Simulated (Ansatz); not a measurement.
**MoS2: band gap under strain**

How does strain move the band edges of MoS2, 2H-MoS2 type, and do the functionals agree on it? States: +2.0 % strain along z alone; +3.0 % strain along z alone; +4.0 % strain along z alone.

Code: Ansatz 0.2.0. PAW datasets, plane waves. (Simulation; spin polarisation is off.)

## (1) The cell

The unstrained cell was relaxed with r2SCAN+rVV10; in each strained cell the atoms were relaxed again with r2SCAN+rVV10. Names of k-points are those of the unstrained zone, where strain can split equivalent points. First state: +2.0 % strain along z alone.

Space group P6_3/mmc (No. 194), hexagonal; conventional cell a = 3.173 Å, c = 12.685 Å, 18.43 Å³ an atom. Near Mo stand 6 S at 2.40 Å; near S stand 3 Mo at 2.40 Å.

Coordinates:

Space group P6_3/mmc (No. 194). a = 3.173 Å, b = 3.173 Å, c = 12.685 Å, α = 90.00°, β = 90.00°, γ = 120.00°
```json
{"atom": "Mo", "site": "2c", "symmetry": "-6m2", "x": "0.3333", "y": "0.6667", "z": "0.2500"}
{"atom": "S", "site": "4f", "symmetry": "3m.", "x": "0.6667", "y": "0.3333", "z": "0.3728"}
```

From earlier runs on the unstrained cell: PBE 0.93 eV, r2SCAN 1.08 eV, HSE06 1.48 eV, r2SCAN+SOC 1.03 eV; a = 3.173 Å, c = 12.436 Å.

## (2) +2.0 % strain along z alone: PBE

input.yaml

```yaml
crystal:
  lattice:
    - [3.1730199293, 0.0, 0.0]
    - [-1.5865099647, 2.7479158655, 0.0]
    - [0.0, 0.0, 12.6846138784]
  atoms:
    - { symbol: Mo, position: [0.3333333333, 0.6666666667, 0.25] }
    - { symbol: Mo, position: [0.6666666667, 0.3333333333, 0.75] }
    - { symbol: S, position: [0.6666666667, 0.3333333333, 0.3727701641] }
    - { symbol: S, position: [0.6666666667, 0.3333333333, 0.1272298359] }
    - { symbol: S, position: [0.3333333333, 0.6666666667, 0.8727701641] }
    - { symbol: S, position: [0.3333333333, 0.6666666667, 0.6272298359] }
kpoints:
  mp_grid: { grid: [12, 12, 2] }
  band_path:
    path:
      - [0.0, 0.0, 0.0]
      - [0.5, 0.0, 0.0]
      - [0.3333333333, 0.3333333333, 0.0]
      - [0.0, 0.0, 0.5]
      - [0.5, 0.0, 0.5]
      - [0.3333333333, 0.3333333333, 0.5]
      - [0.174479, 0.177083, 0.0]
    npoints: 1
hamiltonian:
  xc: pbe
scf:
  occupations: { method: fermi_dirac, width: 0.02 }
  n_extra_bands: 5
output:
  forces: true
  stress: true
  eigenvalues: true
```

Run with:

```console
$ ansatz run input.yaml --threads 2 --pin off --max-ram 20275MiB --backend cpu --events-out ev --progress --plain --runs-dir out
```

Further steps of the session: +2.0 % strain along z alone: r2SCAN; +2.0 % strain along z alone: HSE06; +2.0 % strain along z alone: r2SCAN+SOC; +2.0 % strain along z alone: r2SCAN; +3.0 % strain along z alone: PBE; +3.0 % strain along z alone: r2SCAN; +3.0 % strain along z alone: HSE06; +3.0 % strain along z alone: r2SCAN+SOC; +3.0 % strain along z alone: r2SCAN; +4.0 % strain along z alone: PBE; +4.0 % strain along z alone: r2SCAN; +4.0 % strain along z alone: HSE06; +4.0 % strain along z alone: r2SCAN+SOC; +4.0 % strain along z alone: r2SCAN.

**Question.** What will these runs give?

The runs gave:

Least gap in eV (negative: overlap), with the change from the unstrained cell in brackets:

| state | volume change (%) | PBE | r2SCAN | HSE06 |
| --- | --- | --- | --- | --- |
| +2.0 % strain along z alone | +2.0 | 1.03 (+0.10) | 1.16 (+0.08) | 1.57 (+0.09) |
| +3.0 % strain along z alone | +3.0 | 1.08 (+0.15) | 1.20 (+0.12) | 1.61 (+0.13) |
| +4.0 % strain along z alone | +4.0 | 1.12 (+0.19) | 1.24 (+0.16) | 1.65 (+0.17) |

With HSE06, of the states in the table +4.0 % strain along z alone shifts the gap most, by +0.173 eV. PBE and HSE06 differ by 0.55 eV on the unstrained gap, and by at most 0.03 eV on its change: PBE follows the response to strain far better than the gap itself.
